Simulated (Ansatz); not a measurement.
## CH₆OSiZn, SMILES [SiH3]C[O][ZnH]: a ladder of methods at one geometry, step by step

Program: Ansatz 0.2.0 through its Python package.

`ch6osizn.xyz`
```text
10

Si   -0.97320    0.52510   -0.20440
C    -0.10030   -0.84130    0.58590
O     0.62590   -1.50550   -0.38900
Zn    1.91130    0.00060   -1.00160
H    -1.91360    0.03190   -1.27370
H    -1.81630    1.29060    0.79920
H    -0.03580    1.50680   -0.81960
H     0.61470   -0.42090    1.36610
H    -0.81720   -1.52630    1.08590
H     2.58750    0.88790   -0.14590
```

Interactive session:
```pycon
>>> import ansatz as az
>>> system = az.Crystal.molecule_from_extxyz("ch6osizn.xyz")
>>> calc = system.calculation().basis(gaussian="def2-SVP")
>>> methods = ["mp2", "ccsd", "ccsd_t"]
>>> batch = az.Session.batch([calc.correlation(m).input() for m in methods])
>>> reports = sorted(batch.plan().execute().molecular_reports, key=lambda each: each["member"])
>>> print(f"Hartree-Fock reference {reports[0]['reference_energy_ev'] / 27.211386246:.6f} Ha")
Hartree-Fock reference -2182.443335 Ha
>>> best = reports[-1]["free_energy_ev"] - reports[-1]["reference_energy_ev"]
>>> for method, each in zip(methods, reports):
...     gained = each["free_energy_ev"] - each["reference_energy_ev"]
...     print(f"{method:8s} total {each['free_energy_ev'] / 27.211386246:.6f} Ha  correlation {gained:9.4f} eV  ({100 * gained / best:.1f} % of the last)")
...
mp2      total -2183.258579 Ha  correlation  -22.1839 eV  (95.2 % of the last)
ccsd     total -2183.274810 Ha  correlation  -22.6256 eV  (97.1 % of the last)
ccsd_t   total -2183.299299 Ha  correlation  -23.2920 eV  (100.0 % of the last)
```

What to keep in mind:
- These settings explore the input space; basis and method may be short of convergence.
- The geometry is a force-field or estimated start, not a minimum of this method, and the basis set is short of its limit. A lower total doesn't mark the better method: functionals have no common bound, and MP2 and coupled cluster aren't variational.
- Inner cores stay frozen, so this is valence correlation.
